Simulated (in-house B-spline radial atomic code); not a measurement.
# Hf⁺: a fraction of an electron moved 4f → 6d

Aim: the energy of Hf⁺ as a fraction of an electron is moved 4f → 6d, to see how far it bends away from a straight line.

Method: scalar-relativistic (spin-free one-electron X2C) wB97X, spin-polarised, spherical fractional occupations, Fermi nucleus, basis-set limit. Code: in-house B-spline radial atomic code version 1.

## Step 1: Starting point

- element: hafnium (Z = 72)
- charge: +1
- electrons: 71
- configuration: [Xe] 4f14 5d1 6s2
- Hamiltonian: scalar-relativistic (X2C)
- nucleus: Fermi, rms radius 5.347 fm

Outer shells as boxes (Hund's rule):

[Xe] 4f14 5d1 6s2
```
[Xe] core
4f [↑↓][↑↓][↑↓][↑↓][↑↓][↑↓][↑↓]
5d [↑ ][  ][  ][  ][  ]
6s [↑↓]
```

Where spins are not typed, each open shell is filled with up spins first.

## Step 2: The start, at fraction 0

Settings, as recorded:

```ini
Z = 72
electrons = 71.0
configuration = [Xe] 4f14 5d1 6s2
hamiltonian = x2c
method = wb97x
spin_polarised = True
nucleus = fermi
rms_radius = 5.347
mass_number = 180
atomic_mass = 179.946559537
speed_of_light = 137.035999084
```

## Step 3: 0.25 electron moved 4f → 6d

Changes to the settings of step 2:

```diff
@@ -2,3 +2,3 @@
 electrons = 71.0
-configuration = [Xe] 4f14 5d1 6s2
+configuration = [Xe] 4f13.75 5d1 6s2 6d0.25
 hamiltonian = x2c
```

## Step 4: 0.375 electron moved 4f → 6d

Changes to the settings of step 3:

```diff
@@ -2,3 +2,3 @@
 electrons = 71.0
-configuration = [Xe] 4f13.75 5d1 6s2 6d0.25
+configuration = [Xe] 4f13.625 5d1 6s2 6d0.375
 hamiltonian = x2c
```

## Step 5: 0.625 electron moved 4f → 6d

Changes to the settings of step 4:

```diff
@@ -2,3 +2,3 @@
 electrons = 71.0
-configuration = [Xe] 4f13.625 5d1 6s2 6d0.375
+configuration = [Xe] 4f13.375 5d1 6s2 6d0.625
 hamiltonian = x2c
```

## Step 6: 0.75 electron moved 4f → 6d

Changes to the settings of step 5:

```diff
@@ -2,3 +2,3 @@
 electrons = 71.0
-configuration = [Xe] 4f13.375 5d1 6s2 6d0.625
+configuration = [Xe] 4f13.25 5d1 6s2 6d0.75
 hamiltonian = x2c
```

## Step 7: 0.875 electron moved 4f → 6d

Changes to the settings of step 6:

```diff
@@ -2,3 +2,3 @@
 electrons = 71.0
-configuration = [Xe] 4f13.25 5d1 6s2 6d0.75
+configuration = [Xe] 4f13.125 5d1 6s2 6d0.875
 hamiltonian = x2c
```

## Step 8: 1 electron moved 4f → 6d

Changes to the settings of step 7:

```diff
@@ -2,3 +2,3 @@
 electrons = 71.0
-configuration = [Xe] 4f13.125 5d1 6s2 6d0.875
+configuration = [Xe] 4f13 5d1 6s2 6d1
 hamiltonian = x2c
```

Before running: How does the energy change with the fraction, and which way and how far does it bend from the straight line between the ends?

As calculated:

| fraction | energy change (eV) | less the straight line (eV) | level 4f down (eV) | level 6d up (eV) | sum of <r²> (bohr²) |
| --- | --- | --- | --- | --- | --- |
| 0 | 0.0000 | 0.0000 | -32.311 | empty | 57.672 |
| 0.25 | 8.1085 | -1.1439 | -35.711 | -1.730 | 83.613 |
| 0.375 | 12.4521 | -1.4265 | -37.401 | -1.888 | 91.471 |
| 0.625 | 21.7098 | -1.4211 | -40.765 | -2.222 | 101.36 |
| 0.75 | 26.6217 | -1.1353 | -42.443 | -2.395 | 104.61 |
| 0.875 | 31.7217 | -0.6615 | -44.122 | -2.571 | 107.17 |
| 1 | 37.0094 | 0.0000 | -45.803 | -2.751 | 109.21 |

What this shows: From fraction 0 to 1 the energy changes by 37.009 eV. It sags under the straight line by up to 1.43 eV (at 0.375). Here exact exchange is taken at spherical fractional occupations, which leaves self-interaction in open p, d and f shells; that spoils the energies somewhat, at whole numbers too.

Members of this set that are not shown: 2 did not converge.
